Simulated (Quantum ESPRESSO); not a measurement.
# AlSn (P-6m2) in Quantum ESPRESSO: single point with PBE

Aim: the single point of AlSn with PBE.

All numbers are computed with Quantum ESPRESSO 7.5; they aren't measurements. Logs are shortened: lines on timing, memory, paths and dates and some standing lists are left out, and cuts for length are marked.

## (1) The structure

The structure is hexagonal, space group P-6m2 (No. 187). Conventional cell: a = 4.198 Å, b = 4.198 Å, c = 3.307 Å, α = 90.00°, β = 90.00°, γ = 120.00°. Sn (site symmetry -6m2) has 6 Al at 2.93 Å and 2 Sn at 3.31 Å as nearest neighbours. Al (site symmetry -6m2) is surrounded by 6 Sn at 2.93 Å and 2 Al at 3.31 Å.

The cell comes from a database or a generator and needn't be the stable form of this composition.

## (2) Single point, PBE

run.py

```python
import numpy as np
from ase.calculators.espresso import Espresso, EspressoProfile
from ase import Atoms

atoms = Atoms(['Sn', 'Al'],
              cell=[[4.1981056157, 0.0, 0.0], [-2.0990528078, 3.6356661109, 0.0], [0.0, 0.0, 3.306847]],
              scaled_positions=[[0.3333333333, 0.6666666667, 0.5], [0.0, 0.0, 0.0]],
              pbc=True)

input_data = {
    'control': {'calculation': 'scf', 'prefix': 'pwscf', 'outdir': './tmp', 'tprnfor': True, 'tstress': True, 'disk_io': 'nowf'},
    'system': {'ecutwfc': 60.0, 'ecutrho': 480.0, 'nbnd': 15, 'occupations': 'smearing', 'smearing': 'fd', 'degauss': 0.00367493},
    'electrons': {'conv_thr': 4e-10, 'electron_maxstep': 120, 'mixing_beta': 0.5},
}
pseudopotentials = {'Sn': 'Sn_pbe_v1.uspp.F.UPF', 'Al': 'Al.pbe-n-kjpaw_psl.1.0.0.UPF'}
profile = EspressoProfile(command='pw.x', pseudo_dir='pseudo')
dft = Espresso(profile=profile, input_data=input_data, pseudopotentials=pseudopotentials, kpts=(7, 7, 8), koffset=(0, 0, 0))
atoms.calc = dft

print(f'energy {atoms.get_potential_energy():.8f} eV')
print('forces (eV/A)')
print(np.round(atoms.get_forces(), 6))
print('stress (eV/A^3, Voigt)')
print(np.round(atoms.get_stress(), 8))
print(f'Fermi level {dft.get_fermi_level():.4f} eV')
```

Potentials or basis: SSSP 1.3 efficiency PBE.

Launch:

```sh
OMP_NUM_THREADS=1 python run.py
```

The program printed:

```text
energy -2758.08409306 eV
forces (eV/A)
[[0. 0. 0.]
 [0. 0. 0.]]
stress (eV/A^3, Voigt)
[-0.00091173 -0.00091173 -0.00292709  0.         -0.          0.        ]
Fermi level 7.9094 eV
```

espresso.pwi:

```text
&CONTROL
   calculation      = 'scf'
   tstress          = .true.
   tprnfor          = .true.
   outdir           = './tmp'
   prefix           = 'pwscf'
   disk_io          = 'nowf'
   pseudo_dir       = 'pseudo'
/
&SYSTEM
   nbnd             = 15
   ecutwfc          = 60.0
   ecutrho          = 480.0
   occupations      = 'smearing'
   degauss          = 0.00367493
   smearing         = 'fd'
   ntyp             = 2
   nat              = 2
   ibrav            = 0
/
&ELECTRONS
   electron_maxstep = 120
   conv_thr         = 4e-10
   mixing_beta      = 0.5
/
&IONS
/
&CELL
/
&FCP
/
&RISM
/
ATOMIC_SPECIES
Sn 118.71 Sn_pbe_v1.uspp.F.UPF
Al 26.9815385 Al.pbe-n-kjpaw_psl.1.0.0.UPF

K_POINTS automatic
7 7 8  0 0 0

CELL_PARAMETERS angstrom
4.19810561570000 0.00000000000000 0.00000000000000
-2.09905280780000 3.63566611090000 0.00000000000000
0.00000000000000 0.00000000000000 3.30684700000000

ATOMIC_POSITIONS angstrom
Sn -0.0000000002 2.4237774074 1.6534235000  
Al 0.0000000000 0.0000000000 0.0000000000
```

espresso.pwo:

```text
This program is part of the open-source Quantum ESPRESSO suite
     for quantum simulation of materials; please cite
         "P. Giannozzi et al., J. Phys.:Condens. Matter 21 395502 (2009);
         "P. Giannozzi et al., J. Phys.:Condens. Matter 29 465901 (2017);
         "P. Giannozzi et al., J. Chem. Phys. 152 154105 (2020);
     in publications or presentations arising from this work. More details at

Warning: card &CELL ignored
Warning: card &FCP ignored
Warning: card &RISM ignored

     file Al.pbe-n-kjpaw_psl.1.0.0.UPF: wavefunction(s)  3S 3P renormalized
     Message from routine setup:
     using ibrav=0 with symmetry is DISCOURAGED, use correct ibrav instead

     G-vector sticks info
     --------------------
     sticks:   dense  smooth     PW     G-vecs:    dense   smooth      PW
     Sum        2077    1039    313                60559    21373    3461

     Using Slab Decomposition

     bravais-lattice index     =            0
     lattice parameter (alat)  =       7.9333  a.u.
     unit-cell volume          =     340.6027 (a.u.)^3
     number of atoms/cell      =            2
     number of atomic types    =            2
     number of electrons       =        17.00
     number of Kohn-Sham states=           15
     kinetic-energy cutoff     =      60.0000  Ry
     charge density cutoff     =     480.0000  Ry
     scf convergence threshold =      4.0E-10
     mixing beta               =       0.5000
     number of iterations used =            8  plain     mixing
     Exchange-correlation= SLA  PW   PBX  PBC
                           (   1   4   3   4   0   0   0)

     celldm(1)=   7.933270  celldm(2)=   0.000000  celldm(3)=   0.000000
     celldm(4)=   0.000000  celldm(5)=   0.000000  celldm(6)=   0.000000

     crystal axes: (cart. coord. in units of alat)
               a(1) = (   1.000000   0.000000   0.000000 )
               a(2) = (  -0.500000   0.866025   0.000000 )
               a(3) = (   0.000000   0.000000   0.787700 )

     reciprocal axes: (cart. coord. in units 2 pi/alat)
               b(1) = (  1.000000  0.577350 -0.000000 )
               b(2) = (  0.000000  1.154701  0.000000 )
               b(3) = (  0.000000 -0.000000  1.269519 )

     PseudoPot. # 1 for Sn read from file:
[... 30 lines left out ...]

     12 Sym. Ops. (no inversion) found

   Cartesian axes

     site n.     atom                  positions (alat units)
         1        Sn     tau(   1) = (  -0.0000000   0.5773503   0.3938499  )
         2        Al     tau(   2) = (   0.0000000   0.0000000   0.0000000  )

     number of k points=    40  Fermi-Dirac smearing, width (Ry)=  0.0037
                       cart. coord. in units 2pi/alat
        k(    1) = (   0.0000000   0.0000000   0.0000000), wk =   0.0051020
        k(    2) = (   0.0000000   0.0000000   0.1586899), wk =   0.0102041
        k(    3) = (   0.0000000   0.0000000   0.3173798), wk =   0.0102041
        k(    4) = (   0.0000000   0.0000000   0.4760697), wk =   0.0102041
        k(    5) = (   0.0000000   0.0000000  -0.6347596), wk =   0.0051020
        k(    6) = (   0.0000000   0.1649572   0.0000000), wk =   0.0306122
[... 32 lines left out ...]
        k(   39) = (   0.2857143   0.4948717   0.4760697), wk =   0.0612245
        k(   40) = (   0.2857143   0.4948717  -0.6347596), wk =   0.0306122

     Dense  grid:    60559 G-vectors     FFT dimensions: (  60,  60,  45)

     Smooth grid:    21373 G-vectors     FFT dimensions: (  40,  40,  32)

     Initial potential from superposition of free atoms

     starting charge      15.9977, renormalised to      17.0000
     Starting wfcs are   13 randomized atomic wfcs +    2 random wfcs

     Self-consistent Calculation

     iteration #  1     ecut=    60.00 Ry     beta= 0.50
     Davidson diagonalization with overlap
     ethr =  1.00E-02,  avg # of iterations =  6.8

     total energy              =    -202.43548886 Ry
     estimated scf accuracy    <       1.00798814 Ry
[... 50 lines left out ...]
     iteration #  9     ecut=    60.00 Ry     beta= 0.50
     Davidson diagonalization with overlap
     ethr =  1.68E-11,  avg # of iterations =  2.8

     End of self-consistent calculation

          k = 0.0000 0.0000 0.0000 (  2667 PWs)   bands (ev):

   -13.4731 -13.3648 -13.3648 -13.3471 -13.3471  -2.5479   7.6843   7.6843
     8.5986  10.5124  11.0292  11.0292  13.0921  14.1934  19.4685
[... 193 lines left out ...]
   -13.4223 -13.4179 -13.3515 -13.3438 -13.2840   2.3830   3.9910   4.9496
     5.6002   7.2651   8.2796  15.0377  15.4203  16.6486  17.0796

     the Fermi energy is     7.9094 ev

!    total energy              =    -202.71545958 Ry
     estimated scf accuracy    <          1.7E-10 Ry
     smearing contrib. (-TS)   =      -0.00030110 Ry
     internal energy E=F+TS    =    -202.71515849 Ry

     The total energy is F=E-TS. E is the sum of the following terms:
     one-electron contribution =     -73.94749352 Ry
     hartree contribution      =      47.52803651 Ry
     xc contribution           =     -50.08885292 Ry
     ewald contribution        =     -91.53146823 Ry
     one-center paw contrib.   =     -34.67538033 Ry

     convergence has been achieved in   9 iterations

     Forces acting on atoms (cartesian axes, Ry/au):

     atom    1 type  1   force =     0.00000000    0.00000000    0.00000000
     atom    2 type  2   force =     0.00000000    0.00000000    0.00000000

     Total force =     0.000000     Total SCF correction =     0.000000

     Computing stress (Cartesian axis) and pressure

          total   stress  (Ry/bohr**3)                   (kbar)     P=        2.54
   0.00000993  -0.00000000   0.00000000            1.46       -0.00        0.00
  -0.00000000   0.00000993  -0.00000000           -0.00        1.46       -0.00
   0.00000000   0.00000000   0.00003188            0.00        0.00        4.69

=------------------------------------------------------------------------------=
   JOB DONE.
=------------------------------------------------------------------------------=
```

Wall time 29 s (1 thread of Arm Neoverse V2, shared host); peak memory 0.27 GiB.

Results:

| Item | Value |
| --- | --- |
| Free energy | -2758.0843 eV |
| Pressure | 0.3 GPa |
| Band gap on the k mesh | none (metal or under the smearing width) |

Levels at points of the mesh, in eV from the Fermi level:
```tsv
k point	band 6	band 7	band 8	band 9	band 10	band 11
(0.00, 0.00, 0.00)	-10.46	-0.23	-0.23	0.69	2.60	3.12
(0.00, 0.00, -0.50)	-7.43	-6.22	2.72	2.72	3.58	3.58
```
